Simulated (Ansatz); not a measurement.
# Molecular dynamics of Si

The input (input.yaml):

```yaml
accuracy: low
crystal:
  lattice:
    - [0.0, 5.688954, 5.688954]
    - [5.688954, 0.0, 5.688954]
    - [5.688954, 5.688954, 0.0]
  atoms:
    - { symbol: Si, position: [0.0, 0.0, 0.0] }
    - { symbol: Si, position: [0.125, 0.125, 0.125] }
    - { symbol: Si, position: [0.0, 0.0, 0.5] }
    - { symbol: Si, position: [0.125, 0.125, 0.625] }
    - { symbol: Si, position: [0.0, 0.5, 0.0] }
    - { symbol: Si, position: [0.125, 0.625, 0.125] }
    - { symbol: Si, position: [0.0, 0.5, 0.5] }
    - { symbol: Si, position: [0.125, 0.625, 0.625] }
    - { symbol: Si, position: [0.5, 0.0, 0.0] }
    - { symbol: Si, position: [0.625, 0.125, 0.125] }
    - { symbol: Si, position: [0.5, 0.0, 0.5] }
    - { symbol: Si, position: [0.625, 0.125, 0.625] }
    - { symbol: Si, position: [0.5, 0.5, 0.0] }
    - { symbol: Si, position: [0.625, 0.625, 0.125] }
    - { symbol: Si, position: [0.5, 0.5, 0.5] }
    - { symbol: Si, position: [0.625, 0.625, 0.625] }
basis:
  ecutwfc: 420.0
kpoints:
  mp_grid: { grid: [2, 2, 2] }
hamiltonian:
  xc: lda
scf:
  occupations: { method: fermi_dirac, width: 0.17 }
  lower_state_search: "off"
md:
  timestep: 2
  n_steps: 180
  ensemble: nvt_langevin
  temperature: 2000.0
  initial_velocities: maxwell_boltzmann
  seed: 600764
  friction: 0.02
```

Launched with:

```bash
$ ansatz run input.yaml --threads 1 --pin off --max-ram 3072MiB --backend cpu --events-out ev --progress --plain --runs-dir out
```

It starts from a structure without forces on its atoms.

Output, in part (step lines):

```
md step     0: t =     0.00 fs  T =  1875.0 K  F+E_penalty+E_count = -9734.91889373 eV  E_kin = 3.877800 eV  (7 SCF iters)
md step     1: t =     2.00 fs  T =  1744.6 K  F+E_penalty+E_count = -9734.86450221 eV  E_kin = 3.608201 eV  (6 SCF iters)
md step     2: t =     4.00 fs  T =  1566.6 K  F+E_penalty+E_count = -9734.71055389 eV  E_kin = 3.240056 eV  (7 SCF iters)
md step     3: t =     6.00 fs  T =  1283.6 K  F+E_penalty+E_count = -9734.48606208 eV  E_kin = 2.654734 eV  (7 SCF iters)
md step     4: t =     8.00 fs  T =  1100.0 K  F+E_penalty+E_count = -9734.22462633 eV  E_kin = 2.275011 eV  (7 SCF iters)
md step     5: t =    10.00 fs  T =   933.8 K  F+E_penalty+E_count = -9733.93874874 eV  E_kin = 1.931255 eV  (5 SCF iters)
md step     6: t =    12.00 fs  T =   893.0 K  F+E_penalty+E_count = -9733.63674745 eV  E_kin = 1.846842 eV  (6 SCF iters)
md step     7: t =    14.00 fs  T =   940.6 K  F+E_penalty+E_count = -9733.31972849 eV  E_kin = 1.945352 eV  (6 SCF iters)
[... lines left out ...]
md step   179: t =   358.00 fs  T =  1890.9 K  F+E_penalty+E_count = -9729.24812766 eV  E_kin = 3.910758 eV  (6 SCF iters)
md step   180: t =   360.00 fs  T =  1695.8 K  F+E_penalty+E_count = -9729.18256413 eV  E_kin = 3.507279 eV  (7 SCF iters)
```

The steps, from the saved trajectory:

| time (fs) | T (K) | potential energy less start (eV) |
| --- | --- | --- |
| 0.0 | 1875 | 0.000 |
| 12.0 | 893 | 1.282 |
| 24.0 | 655 | 2.651 |
| 36.0 | 1381 | 2.458 |
| 48.0 | 1983 | 2.181 |
| 60.0 | 1407 | 3.131 |
| 72.0 | 1597 | 3.206 |
| 84.0 | 1417 | 3.878 |
| 96.0 | 1558 | 4.610 |
| 108.0 | 1173 | 4.812 |
| 120.0 | 1732 | 4.248 |
| 132.0 | 1849 | 3.862 |
| 144.0 | 1727 | 4.163 |
| 156.0 | 1198 | 4.064 |
| 168.0 | 2135 | 2.974 |
| 180.0 | 1558 | 3.660 |
| 192.0 | 1800 | 4.362 |
| 204.0 | 2112 | 4.695 |
| 216.0 | 1916 | 4.353 |
| 228.0 | 2033 | 4.466 |
| 240.0 | 2262 | 4.943 |
| 252.0 | 2764 | 5.115 |
| 264.0 | 2651 | 5.445 |
| 276.0 | 1816 | 5.989 |
| 288.0 | 1556 | 6.015 |
| 300.0 | 2153 | 5.035 |
| 312.0 | 1924 | 5.021 |
| 324.0 | 1623 | 5.698 |
| 336.0 | 1912 | 6.165 |
| 348.0 | 1996 | 5.594 |
| 360.0 | 1696 | 5.736 |

All steps were run. A run of 0.36 ps of so small a system gives no equilibrium averages. Limits of this set-up: coarse k mesh, low accuracy level.

Mean squared displacements from the first frame to the last, about the centre of mass: Si 0.23 Å².

Last frame:

```xyz
16
Lattice="0.0000 5.6890 5.6890 5.6890 0.0000 5.6890 5.6890 5.6890 0.0000" Properties=species:S:1:pos:R:3
Si -0.367 -0.425 0.575
Si 1.323 0.623 1.869
Si 2.430 2.390 0.498
Si 3.486 3.805 2.055
Si 2.867 -0.686 2.719
Si 4.014 1.002 4.473
Si 5.362 2.481 3.128
Si 7.250 3.674 4.219
Si 0.162 2.378 3.162
Si 0.915 4.288 4.418
Si 2.290 5.586 2.930
Si 4.136 6.830 4.528
Si 2.047 2.941 5.780
Si 4.187 4.126 6.681
Si 5.647 5.160 5.476
Si 6.921 6.596 6.740
```

Run time: 8.2 min on 1 thread of Intel(R) Xeon(R) 6975P-C (Granite Rapids), on a shared host, peak memory 0.64 GiB.
